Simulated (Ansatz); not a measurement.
# F: squeezing one contact

An exercise on one series of results from a longer session: the logs are not shown, and one member is left open.

Computed with Ansatz 0.2.0 (DFT, LDA, PAW with Ansatz's default frozen-core files, scalar-relativistic, unless a step's input says otherwise).

1 further run of the same task is left out (set aside as unsound or not needed).

## The system as given

It takes space group P6_3/mmc (No. 194, hexagonal). The conventional cell has a = 2.646 Å, b = 2.646 Å, c = 4.287 Å, α = 90.00°, β = 90.00°, γ = 120.00°. F (site symmetry -6m2) is surrounded by 12 F at 2.63 to 2.65 Å.

As a file:

```
F
1.0
     2.64632    0.00000    0.00000
    -1.32316    2.29178    0.00000
     0.00000    0.00000    4.28704
F
2
Cartesian
  0.0000 1.5279 1.0718
  1.3232 0.7639 3.2153
```

Atoms are numbered in the order of the input: F1, F2.

The first run:

input.yaml

```yaml
crystal:
  lattice:
    - [2.6463212685, 0.0, 0.0]
    - [-1.3231606343, 2.2917814451, 0.0]
    - [0.0, 0.0, 4.287040455]
  atoms:
    - { symbol: F, position: [0.3333333333, 0.6666666667, 0.25] }
    - { symbol: F, position: [0.6666666667, 0.3333333333, 0.75] }
kpoints:
  mp_grid: { grid: [13, 13, 7] }
scf:
  occupations: { method: fermi_dirac, width: 0.05 }
hamiltonian:
  xc: lda
  pseudopotentials: { kind: paw }
output:
  forces: true
  stress: true
  eigenvalues: true
  efg: { contact_densities: true }
  populations: true
```

Command:

```bash
> ansatz run input.yaml --threads 1 --pin off --max-ram 2048MiB --backend cpu --events-out ev --progress --plain --runs-dir out
```

Among the steps run: Shortest bond scaled by 1, PAW; Shortest bond scaled by 1.1, PAW; Shortest bond scaled by 0.7, PAW; Shortest bond scaled by 0.64, PAW; Shortest bond scaled by 0.58, PAW; Shortest bond scaled by 0.58, PAW (partial_waves polarizable).

One table of the session follows, with a row left open; its other results are not shown here.

```
                         method  length (Å)  F from the given length (eV/cell)  force along the bond (eV/Å)  pressure (GPa)  largest force (eV/Å)
                            PAW       1.527                             -1.885                       -3.398           -5.10                 3.545
                            PAW       1.685                                  ?                            ?               ?                     ?
                            PAW       1.843                             -0.717                       -2.792          -11.01                 2.824
                            PAW       2.632                              0.000                        0.000          -12.88                 0.000
                            PAW       2.896                             -0.057                        0.436          -12.54                 0.458
PAW (partial_waves polarizable)       1.527                                  –                       -3.413           -5.14                 3.558
```

**Question.** Estimate the row for PAW, 1.685.

As computed: F from the given length (eV/cell): -1.267; force along the bond (eV/Å): -4.037; pressure (GPa): -10.38; largest force (eV/Å): 4.115.
